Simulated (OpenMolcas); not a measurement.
# C5H12Si (vinyltrimethylsilane): levels of theory compared

Wanted: a comparison of 6 runs (HF/STO-3G, HF/6-31G*, B3LYP/6-31G*, PBE0/6-31G*, r2SCAN/6-31G*, revPBE/6-31G*) of C5H12Si (vinyltrimethylsilane). 

Program for the calculation: OpenMolcas 26.06.

### 1 The system as given

C5H12Si has 18 atoms, charge 0, and is taken as a singlet. As SMILES, `C=C[Si](C)(C)C`. The C4–H12 distance was set to 2.405 Å, away from the relaxed value. At this shape a bond of the SMILES string is far longer than usual.

Bond lengths: C1–C2 1.330 Å, C2–Si3 1.869 Å, Si3–C4 1.873 Å, Si3–C5 1.875 Å, Si3–C6 1.875 Å, C1–H7 1.087 Å, C1–H8 1.087 Å, C2–H9 1.091 Å, C4–H10 1.093 Å, C4–H11 1.093 Å, C5–H13 1.093 Å, C5–H14 1.094 Å, C5–H15 1.093 Å, C6–H16 1.093 Å, C6–H17 1.093 Å, C6–H18 1.094 Å. Some angles: C1–C2–Si3 124.8°, C2–Si3–C4 109.7°, C2–Si3–C5 108.9°, C2–Si3–C6 108.9°, C4–Si3–C5 110.1°, C4–Si3–C6 110.1°, C5–Si3–C6 109.2°, C1–C2–H9 117.2°, Si3–C2–H9 118.0°, C2–C1–H7 122.5°.

### 2 The energy at HF/STO-3G (run 1)

Contents of run.inp:

```
&GATEWAY
 BasLib=$CurrDir
 Coord
 18
 angstrom
 C       -2.098279       0.697586       0.498109
 C       -1.234809       1.299896      -0.315241
 Si       0.615201       1.356426      -0.054241
 C        1.058961       0.441166       1.518279
 C        1.156511       3.147786       0.069329
 C        1.460321       0.555986      -1.524741
 H       -3.168649       0.688106       0.308999
 H       -1.773039       0.181876       1.397759
 H       -1.643799       1.795086      -1.197491
 H        0.583731       0.893166       2.392649
 H        2.140241       0.465526       1.678979
 H        0.389440      -1.865980       1.413780
 H        0.687101       3.641756       0.923719
 H        2.240961       3.222256       0.189239
 H        0.882181       3.704786      -0.830641
 H        1.172751      -0.494134      -1.619111
 H        1.191031       1.061016      -2.456331
 H        2.548351       0.601126      -1.424071
 Basis=STO-3G
 Group=NoSym

&SEWARD

&SCF
 Thresholds=1e-10 1e-07 1e-07 1e-05
 PrOrbitals=1 1
```

The basis set STO-3G is read from a file made from the Basis Set Exchange's data (not shown).

The run is started by

```
export MOLCAS_MEM=1860
pymolcas run.inp > run.log
```

Standard output:

```text
--- Start Module: gateway ---
[...]
--- Stop Module: gateway /rc=_RC_ALL_IS_WELL_ ---
--- Start Module: seward ---
[...]
      Basis functions           46
--- Stop Module: seward /rc=_RC_ALL_IS_WELL_ ---
--- Start Module: scf ---
[...]
       Convergence after  13 Iterations
[...]
::    Total SCF energy                               -479.3218876947
[...]
      Total spin, S                                     0.0000000000
[...]
      Total electronic charge=   56.000000
      Total            charge=   -0.000000
[...]
      Dipole Moment (debye):
      Origin of the operator (angstrom)=    0.2660    1.2557    0.0221
                   X=  5.6174E-01               Y=  1.2975E+00               Z= -5.6404E-02           Total=  1.4150E+00
      Quadrupole Moment (debye*angstrom):
[...]
--- Stop Module: scf /rc=_RC_ALL_IS_WELL_ ---
[...]
```

Wall time 1.4 s (1 thread of Intel Xeon 6975P-C (Granite Rapids), shared host); peak memory 0.38 GiB.

### 3 A single-point energy at HF/6-31G(d) (spherical functions) (run 2)

Contents of run.inp:

```
&gateway
  baslib = $CurrDir
  coord
  18
  angstrom
  C       -2.098279       0.697586       0.498109
  C       -1.234809       1.299896      -0.315241
  Si       0.615201       1.356426      -0.054241
  C        1.058961       0.441166       1.518279
  C        1.156511       3.147786       0.069329
  C        1.460321       0.555986      -1.524741
  H       -3.168649       0.688106       0.308999
  H       -1.773039       0.181876       1.397759
  H       -1.643799       1.795086      -1.197491
  H        0.583731       0.893166       2.392649
  H        2.140241       0.465526       1.678979
  H        0.389440      -1.865980       1.413780
  H        0.687101       3.641756       0.923719
  H        2.240961       3.222256       0.189239
  H        0.882181       3.704786      -0.830641
  H        1.172751      -0.494134      -1.619111
  H        1.191031       1.061016      -2.456331
  H        2.548351       0.601126      -1.424071
  basis = 6-31Gs
  group = NoSym

&seward

&scf
  thresholds = 1e-10 1e-07 1e-07 1e-05
  prorbitals = 1 2
```

The basis set 6-31G* is read from a file made from the Basis Set Exchange's data (not shown).

The run is started by

```
export MOLCAS_MEM=1860
pymolcas run.inp > run.log
```

Standard output:

```text
--- Start Module: gateway ---
[...]
--- Stop Module: gateway /rc=_RC_ALL_IS_WELL_ ---
--- Start Module: seward ---
[...]
      Basis functions          112
--- Stop Module: seward /rc=_RC_ALL_IS_WELL_ ---
[...]
--- Start Module: scf ---
[...]
       Convergence after  17 Iterations
[...]
::    Total SCF energy                               -485.0451974464
[...]
      Total spin, S                                     0.0000000000
[...]
      Total electronic charge=   56.000000
      Total            charge=   -0.000000
[...]
      Dipole Moment (debye):
      Origin of the operator (angstrom)=    0.2660    1.2557    0.0221
                   X=  5.3519E-01               Y=  2.2699E+00               Z=  6.4472E-02           Total=  2.3331E+00
      Quadrupole Moment (debye*angstrom):
[...]
--- Stop Module: scf /rc=_RC_ALL_IS_WELL_ ---
[...]
```

Run time: 14 s. Hardware: 1 thread of Intel Xeon 6975P-C (Granite Rapids), shared host; peak memory 0.67 GiB.

Runs 3 to 4 aren't shown in full; the table further down has their settings and results.

### 4 A single-point energy at r2SCAN/6-31G(d) (spherical functions) (run 5)

Contents of calc.input:

```
&GATEWAY
  BASLIB=$CurrDir
  COORD
  18
  angstrom
  C       -2.098279       0.697586       0.498109
  C       -1.234809       1.299896      -0.315241
  Si       0.615201       1.356426      -0.054241
  C        1.058961       0.441166       1.518279
  C        1.156511       3.147786       0.069329
  C        1.460321       0.555986      -1.524741
  H       -3.168649       0.688106       0.308999
  H       -1.773039       0.181876       1.397759
  H       -1.643799       1.795086      -1.197491
  H        0.583731       0.893166       2.392649
  H        2.140241       0.465526       1.678979
  H        0.389440      -1.865980       1.413780
  H        0.687101       3.641756       0.923719
  H        2.240961       3.222256       0.189239
  H        0.882181       3.704786      -0.830641
  H        1.172751      -0.494134      -1.619111
  H        1.191031       1.061016      -2.456331
  H        2.548351       0.601126      -1.424071
  BASIS=6-31Gs
  GROUP=NoSym

&SEWARD
  GRIDINPUT
  Grid=UltraFine
  End of Grid

&SCF
  KSDFT=2
  1.0 MGGA_X_R2SCAN
  1.0 MGGA_C_R2SCAN
  THRESHOLDS=1e-10 1e-07 1e-07 1e-05
  PRORBITALS=1 1
```

The basis set 6-31G* is read from a file made from the Basis Set Exchange's data (not shown).

The run is started by

```
export MOLCAS_MEM=1860
pymolcas calc.input > calc.log
```

Standard output:

```text
--- Start Module: gateway ---
[...]
--- Stop Module: gateway /rc=_RC_ALL_IS_WELL_ ---
--- Start Module: seward ---
[...]
      Basis functions          112
--- Stop Module: seward /rc=_RC_ALL_IS_WELL_ ---
[...]
--- Start Module: scf ---
[...]
       Convergence after  18 Iterations
[...]
::    Total KS-DFT energy                            -486.8998497011
[...]
      Total spin, S                                     0.0000000000
[...]
      Total electronic charge=   56.000000
      Total            charge=   -0.000000
[...]
      Dipole Moment (debye):
      Origin of the operator (angstrom)=    0.2660    1.2557    0.0221
                   X=  5.4506E-01               Y=  1.7121E+00               Z= -1.1765E-01           Total=  1.8006E+00
      Quadrupole Moment (debye*angstrom):
[...]
--- Stop Module: scf /rc=_RC_ALL_IS_WELL_ ---
[...]
```

Wall time 78 s (1 thread of Intel Xeon 6975P-C (Granite Rapids), shared host); peak memory 0.67 GiB.

### 5 A single-point energy at revPBE/6-31G(d) (spherical functions) (run 6)

Contents of mol.xyz:

```xyz
18

C     -2.098279     0.697586     0.498109
C     -1.234809     1.299896    -0.315241
Si     0.615201     1.356426    -0.054241
C      1.058961     0.441166     1.518279
C      1.156511     3.147786     0.069329
C      1.460321     0.555986    -1.524741
H     -3.168649     0.688106     0.308999
H     -1.773039     0.181876     1.397759
H     -1.643799     1.795086    -1.197491
H      0.583731     0.893166     2.392649
H      2.140241     0.465526     1.678979
H      0.389440    -1.865980     1.413780
H      0.687101     3.641756     0.923719
H      2.240961     3.222256     0.189239
H      0.882181     3.704786    -0.830641
H      1.172751    -0.494134    -1.619111
H      1.191031     1.061016    -2.456331
H      2.548351     0.601126    -1.424071
```

Contents of test.inp:

```
&GATEWAY
BASLIB=$CurrDir
COORD=mol.xyz
BASIS=6-31Gs
GROUP=NoSym
&SEWARD
GRIDINPUT
Grid=UltraFine
End of Grid
&SCF
KSDFT=revPBE
THRESHOLDS=1e-10 1e-07 1e-07 1e-05
PRORBITALS=0
```

The basis set 6-31G* is read from a file made from the Basis Set Exchange's data (not shown).

The run is started by

```
export MOLCAS_MEM=1860
pymolcas test.inp > test.log
```

Standard output:

```text
--- Start Module: gateway ---
[...]
--- Stop Module: gateway /rc=_RC_ALL_IS_WELL_ ---
--- Start Module: seward ---
[...]
      Basis functions          112
--- Stop Module: seward /rc=_RC_ALL_IS_WELL_ ---
[...]
--- Start Module: scf ---
[...]
       Convergence after  19 Iterations
[...]
::    Total KS-DFT energy                            -486.9417644451
[...]
      Total spin, S                                     0.0000000000
[...]
      Total electronic charge=   56.000000
      Total            charge=   -0.000000
[...]
      Dipole Moment (debye):
      Origin of the operator (angstrom)=    0.2660    1.2557    0.0221
                   X=  5.5914E-01               Y=  1.7098E+00               Z= -1.5102E-01           Total=  1.8052E+00
      Quadrupole Moment (debye*angstrom):
[...]
--- Stop Module: scf /rc=_RC_ALL_IS_WELL_ ---
[...]
```

Run time: 65 s. Hardware: 1 thread of Intel Xeon 6975P-C (Granite Rapids), shared host; peak memory 0.67 GiB.

### 6 Overview of the runs

| run | level | integration grid | energy (Eh) | dipole moment (D) | HOMO energy (eV) | LUMO energy (eV) | wall time |
| --- | --- | --- | --- | --- | --- | --- | --- |
| 1 | HF/STO-3G | – | -479.321888 | 1.42 | -5.94 | 3.49 | 1.4 s |
| 2 | HF/6-31G* (spherical functions) | – | -485.045197 | 2.33 | -8.71 | 0.63 | 14 s |
| 3 | B3LYP/6-31G* (spherical functions) | UltraFine | -487.085763 | 1.83 | -6.73 | -3.03 | 50 s |
| 4 | PBE0/6-31G* (spherical functions) | UltraFine | -486.682251 | 1.70 | -6.93 | -2.85 | 52 s |
| 5 | r2SCAN/6-31G* (spherical functions) | UltraFine | -486.899850 | 1.80 | -6.22 | -3.65 | 78 s |
| 6 | revPBE/6-31G* (spherical functions) | UltraFine | -486.941764 | 1.81 | -5.95 | -3.61 | 65 s |

### 7 Results

| quantity | value |
| --- | --- |
| run 6: total energy | -486.94176 Eh |
| run 6: dipole moment | 1.81 D |
| run 6: HOMO energy | -5.95 eV |
| run 6: LUMO energy | -3.61 eV |
| run 6: HOMO–LUMO gap | 2.34 eV |

What this shows: The dipole moment (its size) runs from 1.42 D (HF/STO-3G) to 2.33 D (HF/6-31G*). The HOMO–LUMO gap runs from 2.34 eV (revPBE/6-31G*) to 9.43 eV (HF/STO-3G). The two ends differ in method and basis. Totals of different functionals can't be ranked against each other. In run 1 the basis is minimal, so the values are rough. In runs 1, 2, 3, 4, 5, 6 a closed-shell determinant meets a far-stretched bond, which it describes badly. All runs together took 4.4 min, the longest 78 s.
